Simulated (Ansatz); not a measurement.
# Sn: the cost of one run

Computed with Ansatz 0.2.0 (DFT PBEsol, scalar-relativistic, plane waves, PAW, unless a step's input says otherwise).

**1. The starting structure**

It takes space group I4/mmm (No. 139, tetragonal). Conventional cell: a = 3.182 Å, b = 3.182 Å, c = 5.831 Å, α = 90.00°, β = 90.00°, γ = 90.00°. Sn (site symmetry 4/mmm) is surrounded by 4 Sn at 3.18 Å.

As a file:

```
CELL_PARAMETERS angstrom
-1.59075 1.59075 2.91565
1.59075 -1.59075 2.91565
1.59075 1.59075 -2.91565
ATOMIC_POSITIONS crystal
Sn 0.00000 0.00000 0.00000
```

No relaxation comes first: the listed cell is the starting point.

**2. The undisturbed cell**

Input file input.yaml:

```yaml
crystal:
  lattice:
    - [-1.59075, 1.59075, 2.91565]
    - [1.59075, -1.59075, 2.91565]
    - [1.59075, 1.59075, -2.91565]
  atoms:
    - { symbol: Sn, position: [0.0, 0.0, 0.0] }
basis:
  ecutwfc: 420
kpoints:
  mp_grid: { grid: [24, 24, 24] }
hamiltonian:
  xc: pbesol
scf:
  occupations: { method: gaussian, width: 0.15 }
output:
  forces: true
  stress: true
  eigenvalues: true
  write_density: true
  write_potential: true
  elf: true
  volumetric_format: npy
```

On the command line:

```console
$ ansatz run input.yaml --threads 1 --pin off --max-ram 2560MiB --backend cpu --events-out ev --progress --plain --runs-dir out
```

Q: Estimate wall time and peak memory on 1 thread of Arm Neoverse V1, shared host.

About 26 s, with a peak of 0.57 GiB.
